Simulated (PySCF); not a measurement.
# PtS₂: structure of the quintet

The task is one start of a wider search on PtS₂: the quintet, from a PBE0 minimum start. It is relaxed, tested by its Hessian and followed downhill if it is a saddle.

Method: PBE0, basis Pt def2-SVP with ECP60, S def2-SVP, scalar-relativistic core potentials, no spin–orbit coupling, density fitting; program: PySCF 2.14.0.

### 1 The starting structure

3 atoms, charge 0, spin multiplicity 5.

Bond lengths: Pt1–S2 2.184 Å, Pt1–S3 2.184 Å. Angles: S2–Pt1–S3 131.9°.

```xyz
3
charge 0 multiplicity 5
Pt    0.1891    0.1124    0.0000
S    -0.5767   -0.3428    1.9940
S    -0.5767   -0.3428   -1.9940
```

### 2 Finding the electronic state

The steps below are one call of a driver around PySCF. For each, scf.py gives the equivalent set-up of the SCF; relaxations use the driver's own optimiser. After this first run the driver tries any further starts and a stability analysis.

Input file scf.py:

```python
from pyscf import gto, scf, dft
mol = gto.M(atom='''
Pt     0.189142     0.112429    -0.000000
S     -0.576691    -0.342795     1.994048
S     -0.576691    -0.342795    -1.994048''',
    basis={'Pt': 'def2-SVP', 'S': 'def2-SVP'},
    ecp={'Pt': 'def2-SVP'},
    charge=0, spin=4)
mf = dft.UKS(mol, xc='PBE0')
mf.grids.atom_grid = (50, 194)
aux = {'Pt': 'def2-universal-JKFIT', 'S': 'def2-universal-JKFIT'}
mf = mf.density_fit(auxbasis=aux)
mf.conv_tol = 1e-08
mf.diis_space = 10
mf.max_cycle = 60
mf.init_guess = 'minao'
mf.verbose = 4
mf.kernel()
```

Command:

```
> OMP_NUM_THREADS=2 python axn.py task.json out
```

After this run come: Relaxing the quintet from the PBE0 minimum start; Vibrations and properties at this point.

Q: Predict the outcome of this session. Wanted: minimum; geometry; wavenumbers; dipole moment; highest occupied, lowest empty level; polar-tensor charge of Pt1; zero-point energy; atomisation energy; ⟨S²⟩.

The runs gave:

| quantity | value |
| --- | --- |
| minimum | quintet, C2v |
| geometry | Pt–S 2.184 Å (×2); S–Pt–S 131.9° |
| wavenumbers (cm⁻¹) | 109 (a1), 370 (b2), 435 (a1) |
| dipole moment | 0.91 D |
| highest occupied, lowest empty level (either spin) | -6.83, -4.95 eV |
| polar-tensor charge of Pt1 | +0.09 e |
| zero-point energy | 5.5 kJ/mol |
| entropy at 298.15 K | 317.9 J/(mol K) |
| atomisation energy (no zero-point energy) | 597 kJ/mol |
| ⟨S²⟩ | 6.016 |

The molecule stays C2v, as typed, and the end point is a minimum. Other starts or spin states, not run here, may lie lower. One determinant may miss the lowest occupation of an open d or f shell. Spin–orbit coupling, left out here, can matter for elements this heavy.
